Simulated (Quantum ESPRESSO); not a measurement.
The system is GeCN2.

```
Ge N C
1.0
     1.79379    1.03565    4.92196
    -1.79379    1.03565    4.92196
     0.00000   -2.07129    4.92196
Ge N C
1 2 1
Direct
  0.00000 0.00000 0.00000
  0.58390 0.58390 0.58390
  0.41610 0.41610 0.41610
  0.50000 0.50000 0.50000
```

The cell comes from a database or a generator and needn't be the stable form of this composition.

Base run:

| Quantity | Value |
| --- | --- |
| Program | Quantum ESPRESSO 7.5 |
| Functional | LDA |
| Potentials or basis | GBRV 1.5 LDA |
| Cutoff | 612 eV |
| Density cutoff | 4898 eV |
| k mesh | 9 × 9 × 9 |
| Occupations | fermi-dirac, width 0.05 eV |
| Spin | no spin polarisation |

Its results: band gap on the k mesh 0.97 eV, indirect (least direct gap 1.77 eV); pressure -6.6 GPa; largest force 0.240 eV/Å.

The run is repeated on the same cell with these changes: functional from LDA to PBEsol; potentials or basis from GBRV 1.5 LDA to GBRV 1.5 PBEsol. What comes out?

Band gap on the k mesh 1.01 eV, indirect (least direct gap 1.82 eV); pressure -3.2 GPa; largest force 0.174 eV/Å.

A k mesh can miss the band edges.
